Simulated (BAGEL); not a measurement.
# C2H5OSi (SMILES CC(=O)[SiH2]): ROHF/def2-SVP (density fitting with qzvpp-jkfit)

What is the vertical doublet–quartet gap of C2H5OSi at ROHF/def2-SVP (density fitting with qzvpp-jkfit)? 

The results are computed with BAGEL 1.2.2.

1 further run of the same task is left out (set aside as unsound or not needed). Runs told in other sessions of the task aren't counted.

## 1. The molecule

C2H5OSi: 9 atoms, total charge 0, spin state doublet. SMILES: `CC(=O)[SiH2]`. Geometry: relaxed at GFN2-xTB.

Bond lengths: C1–C2 1.514 Å, C2–O3 1.231 Å, C2–Si4 1.855 Å, C1–H5 1.088 Å, C1–H6 1.088 Å, C1–H7 1.090 Å, Si4–H8 1.446 Å, Si4–H9 1.452 Å. Some angles: C1–C2–O3 121.9°, C1–C2–Si4 118.9°, O3–C2–Si4 119.1°, C2–C1–H5 109.8°, C2–C1–H6 111.1°, C2–C1–H7 109.1°, C2–Si4–H8 119.3°, C2–Si4–H9 120.9°, H5–C1–H6 110.1°, H5–C1–H7 108.4°.

## 2. A single-point energy at ROHF/def2-SVP (density fitting with qzvpp-jkfit)

Input file input.json:

```json
{ "bagel": [

{
  "title": "molecule",
  "basis": "svp",
  "df_basis": "qzvpp-jkfit",
  "angstrom": true,
  "geometry": [
    { "atom": "C", "xyz": [       0.264190,       1.116850,      -0.605690 ] },
    { "atom": "C", "xyz": [       0.468470,      -0.353170,      -0.307400 ] },
    { "atom": "O", "xyz": [       1.314870,      -1.025350,      -0.895990 ] },
    { "atom": "Si", "xyz": [      -0.607490,      -1.169030,       0.964310 ] },
    { "atom": "H", "xyz": [       1.141240,       1.515700,      -1.110480 ] },
    { "atom": "H", "xyz": [       0.071200,       1.677800,       0.305860 ] },
    { "atom": "H", "xyz": [      -0.594800,       1.229830,      -1.266360 ] },
    { "atom": "H", "xyz": [      -0.450200,      -2.583040,       1.222310 ] },
    { "atom": "H", "xyz": [      -1.607480,      -0.409600,       1.693440 ] }
  ]
},

{ "title": "rohf", "nopen": 1 },

{ "title": "print", "file": "orbitals.molden", "orbitals": true }

]}
```

Command:

```
$ BAGEL_NUM_THREADS=1 BAGEL input.json > input.out
```

Standard output:

```text
* using 1 threads per process

  ===============================================================
  ===============================================================

  *** Geometry ***

  { "atom" : "C", "xyz" : [      0.499247,      2.110541,     -1.144588 ] },
  { "atom" : "C", "xyz" : [      0.885280,     -0.667395,     -0.580902 ] },
  { "atom" : "O", "xyz" : [      2.484744,     -1.937631,     -1.693176 ] },
  { "atom" : "Si", "xyz" : [     -1.147990,     -2.209147,      1.822282 ] },
  { "atom" : "H", "xyz" : [      2.156631,      2.864258,     -2.098503 ] },
  { "atom" : "H", "xyz" : [      0.134549,      3.170582,      0.577992 ] },
  { "atom" : "H", "xyz" : [     -1.124009,      2.324042,     -2.393074 ] },
  { "atom" : "H", "xyz" : [     -0.850755,     -4.881238,      2.309831 ] },
  { "atom" : "H", "xyz" : [     -3.037697,     -0.774032,      3.200138 ] },

  Number of auxiliary basis functions:      445

  Since a DF basis is specified, we compute 2- and 3-index integrals:
    o Being stored without compression. Storage requirement is 0.026 GB

  Number of basis functions:       85
  Number of electrons      :       39

    * METHOD: MOLECULE                             0.20

  *** Open-shell HF ***

  === Nuclear Repulsion ===
   147.8856221928

      * DIIS with orbital gradients will be used.

  === ROHF iteration (svp) ===
      0       -441.86700008          0.03758033           0.11
      1       -441.98508521          0.03392211           0.10
      2       -442.05538551          0.02578337           0.10
      3       -442.15588888          0.00263595           0.11
      4       -442.15897492          0.00142519           0.10
      5       -442.16030641          0.00067127           0.10
      6       -442.16088737          0.00028132           0.11
      7       -442.16100193          0.00007529           0.11
      8       -442.16101689          0.00002173           0.10
      9       -442.16101888          0.00000608           0.11
     10       -442.16101945          0.00000300           0.11
     11       -442.16101925          0.00000133           0.10
     12       -442.16101929          0.00000091           0.10
     13       -442.16101928          0.00000048           0.11
     14       -442.16101929          0.00000022           0.10
     15       -442.16101929          0.00000008           0.11
     16       -442.16101930          0.00000004           0.11
     17       -442.16101930          0.00000002           0.11
     18       -442.16101930          0.00000001           0.10
     19       -442.16101930          0.00000001           0.11
    * SCF iteration converged.

    * S^2 (ROHF) is 0.7500

    * Permanent dipole moment:
           (    0.862769,    -0.680430,    -0.554405) a.u.

    * METHOD: ROHF                                 2.25

    * METHOD: PRINT                                0.02

  ===============================================================
```

It took 2.6 s on 1 thread of Arm Neoverse V1, shared host; peak memory 0.11 GiB.

## 3. The quartet at the same level

Input file calc.json:

```json
{ "bagel" : [

{
  "title" : "molecule",
  "basis" : "svp",
  "df_basis" : "qzvpp-jkfit",
  "angstrom" : true,
  "geometry" : [
    { "atom" : "C", "xyz" : [       0.264190,       1.116850,      -0.605690 ] },
    { "atom" : "C", "xyz" : [       0.468470,      -0.353170,      -0.307400 ] },
    { "atom" : "O", "xyz" : [       1.314870,      -1.025350,      -0.895990 ] },
    { "atom" : "Si", "xyz" : [      -0.607490,      -1.169030,       0.964310 ] },
    { "atom" : "H", "xyz" : [       1.141240,       1.515700,      -1.110480 ] },
    { "atom" : "H", "xyz" : [       0.071200,       1.677800,       0.305860 ] },
    { "atom" : "H", "xyz" : [      -0.594800,       1.229830,      -1.266360 ] },
    { "atom" : "H", "xyz" : [      -0.450200,      -2.583040,       1.222310 ] },
    { "atom" : "H", "xyz" : [      -1.607480,      -0.409600,       1.693440 ] }
  ]
},

{ "title" : "rohf", "nopen" : 3 },

{ "title" : "print", "file" : "orbitals.molden", "orbitals" : true }

]}
```

Command:

```
$ BAGEL_NUM_THREADS=1 BAGEL calc.json > calc.out
```

Standard output:

```text
* using 1 threads per process

  ===============================================================
  ===============================================================

  *** Geometry ***

  { "atom" : "C", "xyz" : [      0.499247,      2.110541,     -1.144588 ] },
  { "atom" : "C", "xyz" : [      0.885280,     -0.667395,     -0.580902 ] },
  { "atom" : "O", "xyz" : [      2.484744,     -1.937631,     -1.693176 ] },
  { "atom" : "Si", "xyz" : [     -1.147990,     -2.209147,      1.822282 ] },
  { "atom" : "H", "xyz" : [      2.156631,      2.864258,     -2.098503 ] },
  { "atom" : "H", "xyz" : [      0.134549,      3.170582,      0.577992 ] },
  { "atom" : "H", "xyz" : [     -1.124009,      2.324042,     -2.393074 ] },
  { "atom" : "H", "xyz" : [     -0.850755,     -4.881238,      2.309831 ] },
  { "atom" : "H", "xyz" : [     -3.037697,     -0.774032,      3.200138 ] },

  Number of auxiliary basis functions:      445

  Since a DF basis is specified, we compute 2- and 3-index integrals:
    o Being stored without compression. Storage requirement is 0.026 GB

  Number of basis functions:       85
  Number of electrons      :       39

    * METHOD: MOLECULE                             0.20

  *** Open-shell HF ***

  === Nuclear Repulsion ===
   147.8856221928

      * DIIS with orbital gradients will be used.

  === ROHF iteration (svp) ===
      0       -441.80055404          0.03157679           0.10
      1       -441.92423003          0.02547176           0.11
      2       -441.96663094          0.01955918           0.10
      3       -442.03083614          0.00375362           0.11
      4       -442.03832305          0.00256323           0.11
      5       -442.04545563          0.00154712           0.10
      6       -442.04834648          0.00050244           0.11
      7       -442.05001517          0.00017382           0.11
      8       -442.04980800          0.00012104           0.10
      9       -442.04990513          0.00006223           0.10
     10       -442.04988405          0.00003478           0.10
     11       -442.04989882          0.00001690           0.11
     12       -442.04990789          0.00000837           0.10
     13       -442.04990636          0.00000400           0.11
     14       -442.04990327          0.00000336           0.11
     15       -442.04990307          0.00000289           0.10
     16       -442.04990315          0.00000211           0.11
     17       -442.04990352          0.00000151           0.11
     18       -442.04990370          0.00000073           0.10
     19       -442.04990359          0.00000037           0.11
     20       -442.04990352          0.00000017           0.11
     21       -442.04990349          0.00000008           0.11
     22       -442.04990349          0.00000005           0.10
     23       -442.04990349          0.00000003           0.10
     24       -442.04990350          0.00000002           0.10
     25       -442.04990350          0.00000001           0.10
     26       -442.04990350          0.00000001           0.10
     27       -442.04990350          0.00000001           0.10
    * SCF iteration converged.

    * S^2 (ROHF) is 3.7500

    * Permanent dipole moment:
           (    0.267421,    -0.528046,    -0.069291) a.u.

    * METHOD: ROHF                                 3.09

    * METHOD: PRINT                                0.02

  ===============================================================
```

It took 3.6 s on 1 thread of Arm Neoverse V1, shared host; peak memory 0.11 GiB.

## 4. Summary of results

Level: ROHF/def2-SVP (density fitting with qzvpp-jkfit).

```
                                        quantity          value
                           doublet: total energy  -442.16102 Eh
                          doublet: dipole moment         3.13 D
                                   doublet: ⟨S²⟩          0.750
                           quartet: total energy  -442.04990 Eh
                          quartet: dipole moment         1.51 D
                                   quartet: ⟨S²⟩          3.750
vertical energy of the quartet above the doublet       3.024 eV
```

In words: At this shape the quartet lies 3.02 eV (70 kcal/mol) above the doublet.
